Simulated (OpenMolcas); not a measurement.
**Pr²⁺ among point charges: CASSCF levels and susceptibility**

Aim: the splitting of the states of Pr²⁺ in the field of 8 point charges, its lowest levels with spin-orbit coupling and its magnetic susceptibility.

The numbers are computed with OpenMolcas 26.06 (state-averaged CASSCF, spin-orbit coupling by RASSI with atomic mean-field integrals), except any that are marked as measured or tabulated.

1 further run of the same task is left out (it didn't finish).

### Step 1. The system

* Species: Pr²⁺ (praseodymium, Z = 59, 57 electrons)
* Basis: ANO-RCC-VTZP [8s7p5d3f2g1h], 104 functions
* Scalar Hamiltonian: DKH2, point nucleus
* Inactive shells: 1s 2s 2p 3s 3p 3d 4s 4p 4d 5s 5p
* Active space: 3 electrons in 7 orbitals (4f)
* Some configurations of this space: 4f3
* Orbitals: optimised for the highest spin of each parity, averaged over all roots

The outer shells:

4f3
```
4f [↑ ][↑ ][↑ ][  ][  ][  ][  ]
```

The ion sits among 8 point charges of -0.75 e arranged as a hexagonal bipyramid (D6h), 2.23 Å from the ion, with the axial distance 2.208 Å. The active orbitals were held to one l.

The work runs as a chain of OpenMolcas steps in one folder; each step below is one input file. Labels, J, g values, rates, χT and fits are worked out afterwards by a script from the matrices that RASSI stores. The input lists half of the charges; inversion (Group=XYZ) makes the rest.

### Step 2. GATEWAY and SEWARD: basis and integrals

Contents of a.inp:

```
&GATEWAY
Coord
1

Pr 0.0 0.0 0.0
Basis=ANO-RCC-VTZP
Group=XYZ
NoMove
AngMom=0.0 0.0 0.0
AMFI
XField
4 Angstrom 0
2.230000 0.000000 0.000000 -0.750000
1.115000 1.931237 0.000000 -0.750000
1.115000 -1.931237 0.000000 -0.750000
0.000000 0.000000 2.207700 -0.750000
&SEWARD
```

Run with:

```
OMP_NUM_THREADS=1 MOLCAS_MEM=2252 MOLCAS_PROJECT=a pymolcas a.inp > a.log
```

### Step 3. CASSCF: quartets of odd parity, 35 roots

Contents of a.inp:

```
&RASSCF
FileOrb=start.orb
Symmetry=2
Spin=4
nActEl=3 0 0
Inactive=15 12
Ras2=0 7
CIRoot=35 35 1
SDav=35
CIMx=300
Iter=120 100
PrWF=0.3
OrbListing=Nothing
MaxOrb=0
SupSym
0
1
21 13 14 15 16 17 18 19 29 30 31 32 33 34 35 36 37 38 39 40 41 42
LevShft=1.5
>>> COPY $Project.JobIph JOB001
```

start.orb holds the contracted functions of the basis, ordered by shell, or the orbitals of the step before.

### Step 4. CASSCF: doublets of odd parity, 112 roots

Contents of a.inp:

```
&RASSCF
FileOrb=start.orb
Symmetry=2
Spin=2
nActEl=3 0 0
Inactive=15 12
Ras2=0 7
CIRoot=112 112 1
SDav=112
CIMx=300
Iter=120 100
PrWF=0.3
OrbListing=Nothing
MaxOrb=0
CIOnly
SupSym
0
1
21 13 14 15 16 17 18 19 29 30 31 32 33 34 35 36 37 38 39 40 41 42
>>> COPY $Project.JobIph JOB002
```

### Step 5. RASSI: spin-orbit coupling between the states

Contents of a.inp:

```
&RASSI
NrOfJobIphs=2 35 96
1 2 3 4 5 6 7 8 9 10 11 12 13 14 15 16 17 18 19 20 21 22 23 24 25 26 27
28 29 30 31 32 33 34 35
1 2 3 4 5 6 7 8 9 10 11 12 13 14 15 16 17 18 19 20 21 22 23 24 25 26 27
28 29 30 31 32 33 34 35 36 37 38 39 40 41 42 43 44 45 46 47 48 49 50 51
52 53 54 55 56 57 58 59 60 61 62 63 64 65 66 67 68 69 70 71 72 73 74 75
76 77 78 79 80 81 82 83 84 85 86 87 88 89 90 91 92 93 94 95 96
IphNames
JOB001
JOB002
EJob
SpinOrbit
DIPRint=1.0
SOCoupling=1000.0
Subsets=2
Property=9
'ANGMOM' 1 'ANGMOM' 2 'ANGMOM' 3 'MLTPL  1' 1 'MLTPL  1' 2 'MLTPL  1' 3
'AMFI' 1 'AMFI' 2 'AMFI' 3
SOProperty=3
'ANGMOM' 1 'ANGMOM' 2 'ANGMOM' 3
```

**Question.** What will these runs give? Wanted: spin-free ground state; first state of the same spin within the active space; lowest level; next level.

As calculated:

| quantity | value |
| --- | --- |
| method | CASSCF |
| spin-free ground state | quartet, 1-fold in its orbital part |
| first state of the same spin within the active space | quartet at 71.7 cm⁻¹ |
| lowest level | 2-fold, g = 0.88, 3.52, 3.52 |
| next level | 166.3 cm⁻¹ |
| χT at 300 K | 1.59 cm³ K/mol |
| effective moment at 300 K | 3.56 μB |

In words: The spin-free ground state (quartet) comes to 100 % from free-ion I terms and keeps the highest spin of the shell. The doublets rest on orbitals optimised for another spin in at least one step, which raises them against the optimised states. Not all states of the active space went into the spin-orbit step. High states of lower spin are left out of the spin-orbit mixing, and CASSCF puts spin-flip levels too high. This is an electrostatic model: the charges have no orbitals.
